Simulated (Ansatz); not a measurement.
# Cs3Pr: the cost of one run

Computed with Ansatz 0.2.0 (DFT PBE, scalar-relativistic, plane waves, PAW; 4f electrons in the core of a trivalent norm-conserving potential, unless a step names another level, unless a step's input says otherwise).

4 further runs of the same task are left out: 3 that didn't finish, 1 set aside as unsound or not needed. Runs told in other sessions of the task aren't counted.

**1. The structure to begin with**

Symmetry: P6_3/mmc, No. 194, hexagonal system. The conventional cell has a = 4.479 Å, b = 4.479 Å, c = 34.004 Å, α = 90.00°, β = 90.00°, γ = 120.00°. Cs (site symmetry 3m) has 6 Cs at 4.48 Å in its first shell of neighbours. Around Cs (site symmetry -6m2) lie 6 Cs at 4.48 Å. Around Pr (site symmetry -3m) lie 6 Pr at 4.48 Å.

As a file:

```
Cs Pr
1.0
     4.47905    0.00000    0.00000
    -2.23953    3.87897    0.00000
     0.00000    0.00000   34.00398
Cs Pr
6 2
Direct
  0.33333 0.66667 0.10982
  0.66667 0.33333 0.60982
  0.33333 0.66667 0.39018
  0.66667 0.33333 0.89018
  0.33333 0.66667 0.75000
  0.66667 0.33333 0.25000
  0.00000 0.00000 0.00000
  0.00000 0.00000 0.50000
```

It came out lowest among 17 distinct ends of the trial cells. At a tolerance of 0.05 Å it has space group P6_3/mmc (No. 194).

**2. A stricter relaxation, on the response runs' mesh and smearing**

input.yaml reads:

```yaml
crystal:
  lattice:
    - [4.4790540496, 0.0, 0.0]
    - [-2.2395270248, 3.8789745919, 0.0]
    - [0.0, 0.0, 34.0039820512]
  atoms:
    - { symbol: Cs, position: [0.3333333333, 0.6666666667, 0.109815451] }
    - { symbol: Cs, position: [0.6666666667, 0.3333333333, 0.609815451] }
    - { symbol: Cs, position: [0.3333333333, 0.6666666667, 0.390184549] }
    - { symbol: Cs, position: [0.6666666667, 0.3333333333, 0.890184549] }
    - { symbol: Cs, position: [0.3333333333, 0.6666666667, 0.75] }
    - { symbol: Cs, position: [0.6666666667, 0.3333333333, 0.25] }
    - { symbol: Pr, position: [0.0, 0.0, 0.0] }
    - { symbol: Pr, position: [0.0, 0.0, 0.5] }
basis:
  ecutwfc: 660
kpoints:
  mp_grid: { grid: [12, 12, 1] }
hamiltonian:
  xc: pbe
  pseudopotentials:
    kind: paw
    azcp: { Pr: "pseudopotentials/pbe/nc/lanthanide_3plus/Pr.nc.azcp" }
scf:
  occupations: { method: gaussian, width: 0.1 }
output:
  forces: true
  stress: true
  eigenvalues: true
relax:
  adjacent_minimum: "off"
  f_tol: 0.001
  max_steps: 60
  cell: { stress_tol: 0.01 }
```

Run with:

```sh
ansatz run input.yaml --threads 3 --pin off --max-ram 8448MiB --backend cpu --events-out ev --progress --plain --runs-dir out
```

**Question.** How long does this run take on 3 threads of Arm Neoverse V2, shared host, and how much memory does it need?

About 1.9 min, with a peak of 1.9 GiB.
